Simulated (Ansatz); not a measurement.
**C2H7InN radical: one species, many methods**

One table from this session's results is given with a row withheld; the runs are named, their logs left out.

Program: Ansatz 0.2.0, Gaussian basis. Level of theory: functionals in def2-TZVPP, the program's frozen cores in correlated methods. These are calculated values, not measurements.

Levels to be run: LDA (SPW92), PBE-D4, revPBE-D4, BLYP-D4, r2SCAN-D4, B97M-V, PBE0-D4, B3LYP-D4, r2SCANh-D4, r2SCAN0-D4, HSE06-D4, BHLYP-D4, CAM-B3LYP-D4, LC-ωPBE, ωB97X-V, ωB97M-V, B2PLYP, PBE-QIDH; CCSD(T)/def2-SVP; CCSD(T)/def2-TZVPP; MP2/def2-QZVPP; extrapolation to the limit; RPA on PBE.

## The relaxed structure

An earlier PBE0-D4 in a triple-zeta def2 set relaxation fixed the geometry. In takes the def2 core potential; no spin-orbit term is included.

SMILES `[CH2][N](C)[InH2]`, 11 atoms, charge 0, spin multiplicity 2.

Atoms are counted from 1 here; the program's logs count them from 0.

Bond lengths: C1–N2 1.262 Å, C1–H5 1.087 Å, C1–H6 1.094 Å, N2–C3 1.445 Å, N2–In4 2.378 Å, C3–H7 1.092 Å, C3–H8 1.092 Å, C3–H9 1.094 Å, In4–H10 1.760 Å, In4–H11 1.756 Å. Angles: N2–C1–H5 119.0°, N2–C1–H6 122.0°, H5–C1–H6 119.0°, C1–N2–C3 119.8°, C1–N2–In4 121.6°, C3–N2–In4 118.5°, N2–C3–H7 108.7°, N2–C3–H8 109.0°, N2–C3–H9 112.3°, H7–C3–H8 107.3°, H7–C3–H9 109.8°, H8–C3–H9 109.6°, N2–In4–H10 93.0°, N2–In4–H11 95.1°, H10–In4–H11 121.7°.

Geometry (Å):

```
C    -0.5596    1.3301    0.1716
N     0.0028    0.2027    0.1042
C     0.0259   -0.6586    1.2640
In    1.1261   -0.5135   -1.8652
H    -0.5771    1.9647   -0.7114
H    -1.0292    1.6898    1.0914
H    -0.4375   -1.6117    1.0016
H     1.0639   -0.8660    1.5319
H    -0.4933   -0.2173    2.1205
H     0.4631    0.7994   -2.8315
H     0.4148   -2.1195   -1.8772
```

The first run:

Contents of in.yaml:

```yaml
crystal:
  periodic: [false, false, false]
  atoms:
    - {symbol: C, position_ang: [-0.559628, 1.330107, 0.171593]}
    - {symbol: N, position_ang: [0.002780, 0.202686, 0.104183]}
    - {symbol: C, position_ang: [0.025935, -0.658639, 1.264049]}
    - {symbol: In, position_ang: [1.126125, -0.513548, -1.865163]}
    - {symbol: H, position_ang: [-0.577119, 1.964675, -0.711372]}
    - {symbol: H, position_ang: [-1.029174, 1.689848, 1.091393]}
    - {symbol: H, position_ang: [-0.437486, -1.611730, 1.001607]}
    - {symbol: H, position_ang: [1.063939, -0.866004, 1.531945]}
    - {symbol: H, position_ang: [-0.493280, -0.217278, 2.120492]}
    - {symbol: H, position_ang: [0.463099, 0.799418, -2.831547]}
    - {symbol: H, position_ang: [0.414799, -2.119523, -1.877189]}
basis:
  gaussian: {orbitals: def2-TZVPP}
magnetization: {spin_polarized: true, initial_magnetization: 1}
hamiltonian: {xc: lda}
output: {orbitals: {seedname: orbitals}}
```

Launch:

```
ansatz run in.yaml --threads 2 --pin off --events-out ev --progress --plain --max-ram 32768MiB --backend cpu
```

Steps of the session up to this table: LDA; PBE-D4 (GGA); revPBE-D4 (GGA); BLYP-D4 (GGA); r2SCAN-D4 (meta-GGA); B97M-V (meta-GGA); B3LYP-D4 (hybrid); r2SCANh-D4 (hybrid); r2SCAN0-D4 (hybrid); HSE06-D4 (hybrid); BHLYP-D4 (hybrid); CAM-B3LYP-D4 (range-separated); LC-ωPBE (range-separated); ωB97X-V (range-separated); ωB97M-V (range-separated); B2PLYP (double hybrid); PBE-QIDH (double hybrid).

One table of the session follows, with a row left open; its other results are not shown here.

It belongs to the step «Orbital energies across the functionals». 

```
  functional  HOMO (eV)  LUMO (eV)  gap (eV)
 LDA (SPW92)      -3.67      -3.01      0.67
      PBE-D4      -3.58      -2.71      0.87
   revPBE-D4      -3.54      -2.60      0.94
     BLYP-D4      -3.41      -2.70      0.72
   r2SCAN-D4      -3.84      -2.44      1.40
      B97M-V          ?          ?         ?
     PBE0-D4      -4.39      -1.76      2.63
    B3LYP-D4      -4.20      -2.12      2.08
  r2SCANh-D4      -4.14      -2.09      2.05
  r2SCAN0-D4      -4.62      -1.58      3.04
    HSE06-D4      -4.01      -2.14      1.88
    BHLYP-D4      -5.10      -0.97      4.12
CAM-B3LYP-D4      -5.49      -0.89      4.60
     LC-ωPBE      -6.74       0.45      7.19
     ωB97X-V      -6.32       0.14      6.46
     ωB97M-V      -6.29      -0.12      6.17
```

**Question.** Estimate the row for B97M-V.

**Answer.** HOMO (eV): -3.60; LUMO (eV): -2.87; gap (eV): 0.73. In the column «HOMO (eV)» it lies between LDA (SPW92) (-3.67) and PBE-D4 (-3.58).
